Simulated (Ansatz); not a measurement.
# YVO4: the cost of one run

Program: Ansatz 0.2.0 through its Python package. Level of theory: DFT r2SCAN+U+D3(BJ), plane waves, PAW. These are calculated values, not measurements.

## 1. Starting point

Symmetry: I4_1/amd, No. 141, tetragonal system. The conventional cell has a = 7.100 Å, b = 7.100 Å, c = 6.270 Å, α = 90.00°, β = 90.00°, γ = 90.00°. Y (site symmetry -4m2) is surrounded by 8 O at 2.29 to 2.58 Å. Around V (site symmetry -4m2) lie 4 O at 1.64 Å. O (site symmetry m) is surrounded by 1 V at 1.64 Å and 1 Y at 2.29 Å.

No structure file is read: the coordinates are typed or built in the script.

## 2. Script

The input, vcrelax.py:

```python
import warnings

import ansatz as az
import numpy as np

def edges_and_angles(cell):
    cell = np.asarray(cell)
    a, b, c = np.linalg.norm(cell, axis=1)
    cosines = cell[1] @ cell[2] / (b * c), cell[0] @ cell[2] / (a * c), cell[0] @ cell[1] / (a * b)
    return (a, b, c, *np.degrees(np.arccos(cosines)))


def main() -> None:
    warnings.simplefilter("ignore", az.DeckWarning)

    lattice = az.Lattice.of(
        (-3.55, 3.55, 3.135),
        (3.55, -3.55, 3.135),
        (3.55, 3.55, -3.135),
    )
    sites = [
        ("Y", (0.0, 0.0, 0.0)),
        ("Y", (0.75, 0.25, 0.5)),
        ("V", (0.5, 0.5, 0.0)),
        ("V", (0.25, 0.75, 0.5)),
        ("O", (0.54, 0.35, 0.19)),
        ("O", (0.1, 0.41, 0.31)),
        ("O", (0.16, 0.35, 0.81)),
        ("O", (0.1, 0.79, 0.69)),
        ("O", (0.21, 0.9, 0.31)),
        ("O", (0.65, 0.46, 0.81)),
        ("O", (0.59, 0.9, 0.69)),
        ("O", (0.65, 0.84, 0.19)),
    ]
    system = az.Crystal(lattice=lattice)
    for symbol, position in sites:
        system = system.atom(symbol, position)
    system = system.moments(V=1.5)

    setup = system.calculation()
    setup = setup.scf(extra_bands=8, lower_state_search="off")
    setup = setup.kpoints(5, 5, 5, shift=0.5).accuracy("medium")
    setup = setup.basis(28 * az.Ry)
    setup = setup.occupations("fermi_dirac").spin("collinear")
    setup = setup.functional("r2scan", dispersion="d3bj")
    setup = setup.hubbard("V", "d", u_eff=3.0).relax(force_tolerance=0.01, cell=True)
    setup = setup.density_of_states(method="smearing", broadening_width=0.3, nscf_kmesh_spacing=0.17)
    setup = setup.band_table()
    steps = []


    def follow(event):
        if event["event"] != "relax_step":
            return
        row = event["data"]
        steps.append(row)
        print(f"step {row['step']:3d}  E = {row['lagrangian_ev']:.5f} eV  largest force component = {row['allowed_force_max_ev_ang']:.4f} eV/A  P = {row['pressure_gpa']:.3f} GPa")


    done = setup.session().plan(threads=1).execute(on_event=follow)
    summary = done.report

    first, last = steps[0], steps[-1]
    symbols = [site.symbol for site in done.lattice.sites]
    print(f"energy gained {first['lagrangian_ev'] - last['lagrangian_ev']:.4f} eV in {len(steps) - 1} steps")
    for label, vectors in (("before", first["cell_ang"]), ("after", done.lattice.cell_ang)):
        print(label, "a b c (A) {:.4f} {:.4f} {:.4f}  angles {:.2f} {:.2f} {:.2f}".format(*edges_and_angles(vectors)), f" V = {abs(np.linalg.det(vectors)):.3f} A^3")
    print("final stress xx yy zz (GPa, compression positive):", np.round(np.diag(summary["stress_gpa"]), 3) + 0.0)

    change = np.array(last["positions_ang"]) @ np.linalg.inv(last["cell_ang"]) - np.array(first["positions_ang"]) @ np.linalg.inv(first["cell_ang"])
    moved = np.linalg.norm(change @ np.array(last["cell_ang"]), axis=1)
    print("displacement within the cell, strain taken out (A):", " ".join(f"{s}:{d:.3f}" for s, d in zip(symbols, moved)))

    print("atom   start x y z (A)              end x y z (A)")
    for symbol, a, b in zip(symbols, first["positions_ang"], last["positions_ang"]):
        print(f"{symbol:3s}", " ".join(f"{v:8.4f}" for v in a), "  ", " ".join(f"{v:8.4f}" for v in b))

    n_atoms = len(summary["lattice"]["sites"])
    print("F =", round(summary["free_energy_ev"], 4), "eV for", n_atoms, "atoms")
    print("E(sigma -> 0) =", round(summary["energy_sigma0_ev"], 4), "eV, TS =", round(summary["entropy_ts_ev"], 5), "eV")
    print("closed by", summary["closed_by"], "after", summary["n_iterations"], "iterations")

    dos = done.density_of_states()
    energy = np.asarray(dos.energies_ev) - dos.fermi_ev
    top = min(levels[-1] for levels in summary["eigenvalues_ev"]) - dos.fermi_ev  # the computed bands end here
    total = np.asarray(dos.spin_summed_g_bin_mean_per_ev)
    print("E - E_F (eV)   states/eV")
    for e in np.arange(-6, min(4, top), 1.0):
        print(f"{e:8.1f} {np.interp(e, energy, total):12.3f}")


if __name__ == "__main__":
    main()
```

## 3. What the engine is handed

The engine receives this input:

```yaml
crystal:
  lattice:
    - [-3.55, 3.55, 3.135]
    - [3.55, -3.55, 3.135]
    - [3.55, 3.55, -3.135]
  atoms:
    - { symbol: "Y", position: [0.0, 0.0, 0.0] }
    - { symbol: "Y", position: [0.75, 0.25, 0.5] }
    - { symbol: V, position: [0.5, 0.5, 0.0] }
    - { symbol: V, position: [0.25, 0.75, 0.5] }
    - { symbol: O, position: [0.54, 0.35, 0.19] }
    - { symbol: O, position: [0.1, 0.41, 0.31] }
    - { symbol: O, position: [0.16, 0.35, 0.81] }
    - { symbol: O, position: [0.1, 0.79, 0.69] }
    - { symbol: O, position: [0.21, 0.9, 0.31] }
    - { symbol: O, position: [0.65, 0.46, 0.81] }
    - { symbol: O, position: [0.59, 0.9, 0.69] }
    - { symbol: O, position: [0.65, 0.84, 0.19] }
accuracy: medium
basis:
  ecutwfc: 380.959407443832
kpoints:
  mp_grid:
    grid: [5, 5, 5]
    shift: [0.5, 0.5, 0.5]
hamiltonian:
  xc: r2scan
  dispersion: d3bj
  hubbard:
    - { species: V, l: d, u_eff: 3.0 }
magnetization:
  spin_polarized: true
  per_species:
    V: 1.5
scf:
  n_extra_bands: 8
  lower_state_search: "off"
  occupations:
    method: fermi_dirac
relax:
  f_tol: 0.01
  cell: {}
output:
  dos:
    method:
      smearing:
        sigma: 0.3
    nscf_kmesh:
      kspacing: 0.17
  eigenvalues: true
```

## 4. Running it

Run with:

```console
$ python vcrelax.py
```

Q: Estimate wall time and peak memory on 1 thread of Arm Neoverse V1, shared host.

About 8.1 min, with a peak of 1.1 GiB.
